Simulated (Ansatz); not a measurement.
# KP2Ru2: the cost of one run

Program: Ansatz 0.2.0. Level of theory: DFT PBEsol, scalar-relativistic, plane waves, PAW. These are calculated values, not measurements.

1 further run of the same task is left out (set aside as unsound or not needed).

## (1) The starting structure

The structure is tetragonal, space group I4/mmm (No. 139). Conventional cell: a = 4.001 Å, b = 4.001 Å, c = 12.184 Å, α = 90.00°, β = 90.00°, γ = 90.00°. K (site symmetry 4/mmm) is surrounded by 8 P at 3.42 Å and 8 Ru at 3.64 Å. P (site symmetry 4mm) has 4 Ru at 2.29 Å and 4 K at 3.42 Å in its first shell of neighbours. Ru (site symmetry -4m2) is surrounded by 4 P at 2.29 Å.

As a file:

```cif
data_structure
_symmetry_space_group_name_H-M 'P 1'
_symmetry_Int_Tables_number 1
_cell_length_a 6.7169
_cell_length_b 6.7169
_cell_length_c 6.7169
_cell_angle_alpha 145.341
_cell_angle_beta 145.341
_cell_angle_gamma 49.826
_cell_volume 97.54
loop_
_atom_site_label
_atom_site_type_symbol
_atom_site_fract_x
_atom_site_fract_y
_atom_site_fract_z
_atom_site_occupancy
K1 K 0.00000 0.00000 0.00000 1
P1 P 0.34188 0.34188 0.00000 1
P2 P 0.65812 0.65812 0.00000 1
Ru1 Ru 0.75000 0.25000 0.50000 1
Ru2 Ru 0.25000 0.75000 0.50000 1
```

It goes back to an entry of the Materials Project.

This cell was relaxed beforehand with the same method: volume 19.51 Å³/atom, gap on the mesh none (metal).

## (2) Bands, states and charges

The input, input.yaml:

```yaml
crystal:
  lattice:
    - [-2.0007075764, 2.0007075764, 6.0918439703]
    - [2.0007075764, -2.0007075764, 6.0918439703]
    - [2.0007075764, 2.0007075764, -6.0918439703]
  atoms:
    - { symbol: K, position: [0.0, 0.0, 0.0] }
    - { symbol: P, position: [0.3418783853, 0.3418783853, 0.0] }
    - { symbol: P, position: [0.6581216147, 0.6581216147, 0.0] }
    - { symbol: Ru, position: [0.75, 0.25, 0.5] }
    - { symbol: Ru, position: [0.25, 0.75, 0.5] }
basis:
  ecutwfc: 420
kpoints:
  mp_grid: { grid: [12, 12, 12] }
  band_path:
    path:
      - [[0.0, 0.0, 0.0], [0.0, 0.0, 0.5], [0.25, 0.25, 0.25], [0.0, 0.5, 0.0], [0.0, 0.0, 0.0], [0.5, 0.5, -0.5], [0.27696558, 0.72303442, -0.27696558]]
      - [[-0.27696558, 0.27696558, 0.27696558], [0.0, 0.0, 0.0]]
      - [[0.0, 0.0, 0.5], [-0.05393115, 0.05393115, 0.5]]
      - [[0.5, 0.5, -0.05393115], [0.5, 0.5, -0.5]]
    npoints: 14
hamiltonian:
  xc: pbesol
scf:
  occupations: { method: gaussian, width: 0.1 }
  n_extra_bands: 12
output:
  forces: true
  stress: true
  eigenvalues: true
  populations: true
  dos: { projected: true, de: 0.02, nscf_kmesh: { grid: [18, 18, 18] } }
  bader: true
  write_density: true
  write_potential: true
  elf: true
  volumetric_format: npy
```

Launch:

```console
ansatz run input.yaml --threads 2 --pin off --max-ram 5120MiB --backend cpu --events-out ev --progress --plain --runs-dir out
```

**Question.** How long does this run take on 2 threads of Intel Xeon Platinum 8488C (Sapphire Rapids), shared host, and how much memory does it need?

About 82 s, with a peak of 1.2 GiB.
